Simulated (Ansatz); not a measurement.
# TiH+ (triplet): the correlation ladder, def2-TZVPP

One table from this session's results is given with a row withheld; the runs are named, their logs left out.

Computed with Ansatz 0.2.0, Gaussian basis. Level: def2-TZVPP, core rule «outside noble gas», up to 9 orbitals frozen.

To be run: UHF; ROHF; CCSD(T) on UHF.

2 further runs of the same task are left out: 2 set aside as unsound or not needed.

## The geometry

The geometry is a PBE0/def2-TZVP stationary point (not a proven minimum) of the parent state, kept for this charge and spin.

2 atoms, charge 1, spin multiplicity 3.

Atoms are counted from 1 here; the program's logs count them from 0.

Bond lengths: Ti1–H2 1.757 Å.

Coordinates:

```xyz
2

Ti    0.0000    0.0000    0.0000
H     0.0000    0.0000    1.7567
```

Set-up of the first run:

File in.yaml:

```yaml
crystal:
  periodic: [false, false, false]
  atoms:
    - {symbol: Ti, position_ang: [0.000000, 0.000000, 0.000000]}
    - {symbol: H, position_ang: [0.000000, 0.000000, 1.756681]}
basis:
  gaussian: {orbitals: def2-TZVPP}
total_charge: 1
magnetization: {spin_polarized: true, initial_magnetization: 2}
hamiltonian: {xc: hf}
output: {orbitals: {seedname: orbitals}}
```

The run is started by

```console
ansatz run in.yaml --threads 1 --pin off --events-out ev --progress --plain --max-ram 4096MiB --backend cpu
```

Among the steps run: UHF; ROHF; CCSD(T) on UHF.

One of the session's tables, all rows but one given; the rest of the session is left out.

It belongs to the step «Misses and costs». 

| method | from UCCSD(T) (meV) |
| --- | --- |
| ROHF | +1675.4 |
| UHF | ? |
| UMP2 | +380.6 |
| UCCSD | +30.5 |
| UCCSD(T) | 0 |

Estimate the missing values for UHF.

**Answer.** from UCCSD(T) (meV): +1539.0. In the column «from UCCSD(T) (meV)» it lies between UMP2 (+380.6) and ROHF (+1675.4).
